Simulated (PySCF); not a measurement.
# Ways to converge the SCF of TeF

The same problem is solved with other solver options, one edit a run.

Computed with PySCF 2.14.0. Level: each script names its method and basis.

5 further runs of the same task are left out: 2 for a known fault of the program, 3 that didn't finish.

### Step 1. Starting geometry

TeF: 2 atoms, charge 0, spin multiplicity 2.

Bond lengths: Te1–F2 1.838 Å.

### Step 2. Base script

The input, input.py:

```python
from pyscf import gto, dft

mol = gto.M(
    atom='Te 0 0 0; F 0 0 1.838',
    basis='lanl2dz',
    ecp={'Te': 'lanl2dz'},
    charge=0,
    spin=1,
    verbose=4,
)
mf = dft.UKS(mol, xc='mn15')
mf.kernel()
mf.stability(internal=True, external=True)
mf.dip_moment()
print('orbital energies (hartree):', [e[max(0, n-3):n+3].round(4) for e, n in zip(mf.mo_energy, mol.nelec)])
```

Run with:

```bash
> python input.py
```

Its log is not repeated here.

It gives: E(SCF) = -107.718250 Eh, 9 cycles, ⟨S²⟩ = 0.751, μ = 2.57 D, internal stable; real -> complex unstable; UHF/UKS -> GHF/GKS unstable.

The bond length is a typed value, not an optimised one.

### Step 3. Smearing width 0.2 hartree

Variant 1 changes smearing width: none → 0.2 hartree; step after the SCF: stability → none.

The input, input.py:

```python
from pyscf import gto, dft, scf

mol = gto.M(
    atom='Te 0 0 0; F 0 0 1.838',
    basis='lanl2dz',
    ecp={'Te': 'lanl2dz'},
    charge=0,
    spin=1,
    verbose=4,
)
mf = dft.UKS(mol, xc='mn15')
mf = scf.addons.smearing_(mf, sigma=0.2, method='fermi')
mf.kernel()
mf.dip_moment()
print('orbital energies (hartree):', [e[max(0, n-3):n+3].round(4) for e, n in zip(mf.mo_energy, mol.nelec)])
```

Run with:

```bash
> python input.py
```

### Step 4. Second-order solver on

Variant 2 changes second-order solver: off → on.

input.py, as its differences from that of step 2:

```diff
@@ -11,2 +11,3 @@
 mf = dft.UKS(mol, xc='mn15')
+mf = mf.newton()
 mf.kernel()
```

Before running it: what results should come out? Wanted: for each run, E(SCF); from base; gap, α spin; SCF dipole; after the SCF.

**Answer**, as computed:

```csv
run,E(SCF) (hartree),from base (eV),cycles,"gap, α spin (eV)",SCF dipole (D),after the SCF
base,-107.718250,0,9,5.88,2.57,"unstable: real -> complex, UHF/UKS -> GHF/GKS"
smearing width 0.2 hartree (poor choice),-106.938691,not comparable,11,n/a,0.16,n/a
second-order solver on,-107.718250,0.0000,4 macro,5.88,2.57,"unstable: real -> complex, UHF/UKS -> GHF/GKS"
```

Distance from each run's final energy (log10 hartree) by cycle:

```
                                     run  cycle 1  cycle 2  cycle 3  cycle 5  cycle 8  cycle 12
                                    base     -0.9     -0.2     -3.6     -5.6    -10.0      done
smearing width 0.2 hartree (poor choice)     -1.3     -0.1     -3.5     -3.6     -7.0      done
                  second-order solver on     -1.8     -4.0    < -11     done     done      done
```

With second-order solver on the SCF ends at the base energy. Rows marked «poor choice» come from settings spoiled on purpose.
